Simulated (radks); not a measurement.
# Ionisation energy and size from Be²⁺ to Ne²⁺

An exercise on one series of results from a longer session: the logs are not shown, and one member is left open.

Program: radks (a radial shooting solver on a logarithmic mesh, Libxc functionals) version 1. Level of theory: Dirac Kohn-Sham, LDA (Slater exchange, Perdew-Wang correlation), spin-unpolarised, spherical densities, point nucleus; open shells fill j = l - 1/2 first. These are calculated values, not measurements, unless marked.

## What is computed

| Item | Value |
| --- | --- |
| species | Be²⁺, B²⁺, C²⁺, N²⁺, O²⁺, F²⁺, Ne²⁺ |
| runs | 14, each species and its next ion |

Set-up of the first run:

Input:

```text
Z 4
configuration [He]
relativity Dirac
functional lda,pw
spin unpolarised
j_filling energy
nucleus point
c 137.035999084
```

Steps of the session up to this table: Be²⁺, [He]; Be³⁺, 1s1; B²⁺, [He] 2s1; B³⁺, [He]; C²⁺, [He] 2s2; C³⁺, [He] 2s1; N²⁺, [He] 2s2 2p1; N³⁺, [He] 2s2; O²⁺, [He] 2s2 2p2; O³⁺, [He] 2s2 2p1; F²⁺, [He] 2s2 2p3; F³⁺, [He] 2s2 2p2; Ne²⁺, [He] 2s2 2p4; Ne³⁺, [He] 2s2 2p3.

One table of the session follows, with a row left open; its other results are not shown here.

| species | Δ-SCF (eV) | −ε(HOMO) (eV) | its <r> (bohr) |
| --- | --- | --- | --- |
| Be²⁺ | ? | ? | ? |
| B²⁺ | 37.172 | 31.333 | 1.65 |
| C²⁺ | 47.966 | 40.169 | 1.37 |
| N²⁺ | 47.190 | 37.634 | 1.18 |
| O²⁺ | 53.999 | 43.378 | 1.03 |
| F²⁺ | 60.692 | 49.076 | 0.922 |
| Ne²⁺ | 67.468 | 54.884 | 0.833 |

Estimate the missing values for Be²⁺.

As computed: Δ-SCF (eV): 156.92; −ε(HOMO) (eV): 130.80; its <r> (bohr): 0.421. In the column «Δ-SCF (eV)» it is the highest.

Limits of these values: For N²⁺, O²⁺, F²⁺, Ne²⁺ the highest level isn't the widest one, so −ε(HOMO) and <r> belong to different orbitals, and Δ-SCF follows the ion's typed configuration. Spin polarisation and multiplet splitting are left out, so open shells lie too high by an amount that depends on their filling.
